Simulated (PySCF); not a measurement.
# C2H11AlO2Si: the cost of one run

The runs use PySCF 2.14.0, with density-fitted response routines of our own; the level of theory stands in each step. All values are computed, except where a source is named. Atoms count from 0, in the outputs and in this text.

## Step 1: The molecule as given

17 atoms, charge 0, multiplicity 1; geometry from: GFN2-xTB. The atoms were then displaced at random by about 0.03 Å, so the start is not that level's minimum.

Bonds of the start (Å): C0–O1 1.47, O1–C2 1.45, O1–Al3 2.01, Al3–O4 1.63, O4–Si5 1.60, C0–H6 1.08, C0–H7 1.10, C0–H8 1.00, C2–H9 1.10, C2–H10 1.12, C2–H11 1.01, Al3–H12 1.63, Al3–H13 1.62, Si5–H14 1.48, Si5–H15 1.44, Si5–H16 1.48.

## Step 2: Optimising the geometry at PBE0-D3(BJ)/def2-SVP

The job: settings as JSON, then the geometry in Å.

```
{"job": {"xc": "PBE0", "basis": "def2-SVP", "d3": "d3bj", "grid": 1, "shake": 0.03, "kind": "geom"}, "charge": 0, "multiplicity": 1}
C     -1.057190    -1.287710     0.151620
O     -1.050740     0.183190     0.184040
C     -2.342440     0.838490     0.231710
Al     0.568050     1.371330     0.112870
O      1.729610     0.224030     0.128670
Si     2.982680    -0.761070     0.205850
H     -1.597220    -1.605210     1.027740
H     -1.605120    -1.518220    -0.775140
H     -0.101050    -1.563810     0.170010
H     -2.075000     1.905120     0.325390
H     -2.851570     0.539710     1.185680
H     -2.867970     0.623980    -0.605860
H      0.087780     2.090400    -1.265970
H      0.158860     2.172150     1.455370
H      3.375650    -0.970600     1.614770
H      2.523470    -2.022760    -0.300930
H      4.079660    -0.195550    -0.612110
```

On the command line:

```console
$ OMP_NUM_THREADS=1 python probes_run.py task.json out
```

One launch serves the whole session: the jobs run in the order shown.

**Question.** How long does this first job take on 1 thread of Arm Neoverse V1, shared host, and how much memory does it need?

About 3.5 min, with a peak of 0.56 GiB.
